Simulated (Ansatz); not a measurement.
# Nd3Si2I: the cost of one run

Program: Ansatz 0.2.0. Level of theory: DFT PBE, scalar-relativistic, plane waves, PAW; 4f electrons in the core of a trivalent norm-conserving potential, unless a step names another level. These are calculated values, not measurements.

5 further runs of the same task are left out: 1 that didn't finish, 4 set aside as unsound or not needed.

### 1 The formula and the candidates

Pauling electronegativities: Nd 1.14, Si 1.90, I 2.66 (spread 1.52). The formula balances with common oxidation states: Nd +3, I -1, Si -4. Tabulated atomic sizes suggest about 26 Å³/atom. 25 candidates were drawn, by swapping species into database cells of other compounds, at random by space group and Wyckoff sites, or by hand, as the table says:

```csv
name,made from,space group no.,Wyckoff sites,atoms (primitive cell),V (Å³/atom)
c01,random,65,"Nd 4e, 2b; Si 4i; I 2c",6,32.4
c02,database cell of NaNi2O3,164,"Nd 2d, 1b; Si 2d; I 1a",6,24.0
c03,random,115,"Nd 2g, 1c; Si 2e; I 1b",6,29.1
c04,random,38,"Nd 2b, 4e; Si 4c; I 2a",6,27.4
c05,database cell of CsLi2F3,139,"Nd 4d, 2b; Si 4e; I 2a",6,21.7
c06,random,139,"Nd 4c, 2a; Si 4e; I 2b",6,30.9
c07,database cell of Er2Mg3Ru,123,"Nd 2g, 1d; Si 2h; I 1a",6,33.4
c08,database cell of GdSi2Rh3,191,Nd 3g; Si 2c; I 1a,6,26.2
c09,database cell of V2O3F,38,"Nd 2b, 4d; Si 2a, 2b; I 2b",6,26.7
c10,database cell of CePt2Au3,44,"Nd 4c, 2b; Si 4d; I 2a",6,25.1
c11,random,99,"Nd 2c, 1a; Si 1a, 1b; I 1a",6,26.3
c12,random,191,"Nd 2e, 1b; Si 2d; I 1a",6,33.0
c13,database cell of Zr2Al3Ni,166,Nd 9d; Si 6c; I 3a,6,29.4
c14,random,191,Nd 3f; Si 2c; I 1a,6,33.0
c15,random,21,"Nd 4h, 2a; Si 4k; I 2c",6,30.9
c16,random,99,"Nd 2c, 1a; Si 2c; I 1a",6,27.4
c17,random,189,Nd 3g; Si 2d; I 1b,6,28.1
c18,database cell of Sn2Pd3Au,164,"Nd 2d, 1a; Si 2d; I 1b",6,23.9
c19,database cell of Zr2CuSb3,115,"Nd 1b, 2g; Si 2g; I 1a",6,26.5
c20,random,191,"Nd 2c, 1a; Si 2e; I 1b",6,27.5
c21,random,160,"Nd 9b; Si 3a, 3a; I 3a",6,29.9
c22,random,139,"Nd 4d, 2a; Si 4e; I 2b",6,27.6
c23,random,71,"Nd 2b, 4j; Si 2d, 2c; I 2a",6,27.8
c24,random,123,"Nd 2g, 1d; Si 2e; I 1b",6,26.6
c25,random,119,"Nd 2b, 4e; Si 4f; I 2a",6,30.2
```

### 2 Screening run of c02

Contents of input.yaml:

```yaml
crystal:
  lattice:
    - [4.01651713, 0.0, 0.0]
    - [-2.00825857, 3.47840587, 0.0]
    - [0.0, 0.0, 10.30524975]
  atoms:
    - { symbol: Nd, position: [0.33333333, 0.66666667, 0.20810699] }
    - { symbol: Nd, position: [0.0, 0.0, 0.5] }
    - { symbol: Nd, position: [0.66666667, 0.33333333, 0.79189301] }
    - { symbol: Si, position: [0.33333333, 0.66666667, 0.661825] }
    - { symbol: Si, position: [0.66666667, 0.33333333, 0.338175] }
    - { symbol: I, position: [0.0, 0.0, 0.0] }
basis:
  ecutwfc: 660
kpoints:
  mp_grid: { grid: [4, 4, 2] }
hamiltonian:
  xc: pbe
  pseudopotentials:
    kind: paw
    azcp: { Nd: "pseudopotentials/pbe/nc/lanthanide_3plus/Nd.nc.azcp" }
scf:
  occupations: { method: gaussian, width: 0.15 }
  lower_state_search: "off"
output:
  forces: true
  stress: true
  eigenvalues: true
relax:
  adjacent_minimum: "off"
  f_tol: 0.08
  max_steps: 16
  cell: { stress_tol: 0.8 }
```

Command:

```
$ ansatz run input.yaml --threads 1 --pin off --max-ram 2816MiB --backend cpu --events-out ev --progress --plain --runs-dir out
```

What time and memory should one allow on 1 thread of Arm Neoverse V2, shared host?

About 30 s, with a peak of 0.48 GiB.
